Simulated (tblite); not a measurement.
# C5H7BF2O2: the cost of one run

Computed with tblite 0.8.0 and PySCF 2.14.0, with density-fitted response routines of our own, on a single molecule in the gas phase. Atoms are numbered from 0 throughout.

## Step 1: Starting geometry

17 atoms, charge 0, multiplicity 1; geometry from: force field or distance geometry start.

Bonds of the start (Å): C0–C1 1.47, C1–C2 1.20, C2–B3 1.55, B3–O4 1.47, O4–C5 1.40, C5–O6 1.41, O6–C7 1.38, C7–F8 1.39, C7–F9 1.39, C0–H10 1.11, C0–H11 1.13, C0–H12 1.10, B3–H13 1.20, C5–H14 1.10, C5–H15 1.10, C7–H16 1.12.

## Step 2: Geometry optimisation with GFN2-xTB

The job: settings as JSON, then the geometry in Å.

```
{"job": {"kind": "relax", "xc": "GFN2-xTB", "basis": "xTB"}, "charge": 0, "multiplicity": 1}
C      3.763500    -0.129800    -0.728300
C      2.507500     0.336100    -0.113800
C      1.494400     0.718200     0.400500
B      0.172400     1.203700     1.035900
O     -0.991200     0.307200     1.002000
C     -1.098600    -0.413100    -0.189900
O     -2.264900    -1.181800    -0.018500
C     -3.373000    -0.384700     0.188000
F     -3.944500    -0.558700     1.438700
F     -4.272700    -0.668400    -0.834100
H      3.987700    -1.182600    -0.462300
H      3.587400    -0.032100    -1.838900
H      4.607900     0.537100    -0.491900
H      0.315300     1.727600     2.110100
H     -0.288400    -1.157200    -0.280100
H     -1.196200     0.217600    -1.080500
H     -3.013600     0.673100     0.152000
```

The run is started by

```
> OMP_NUM_THREADS=1 python probes_run.py task.json out
```

This one command runs all jobs of the session in turn.

Q: Estimate the wall time and peak memory of this first job on 1 thread of Intel Xeon Platinum 8259CL at 2.50GHz, shared host.

About 1.6 s, with a peak of 0.18 GiB.
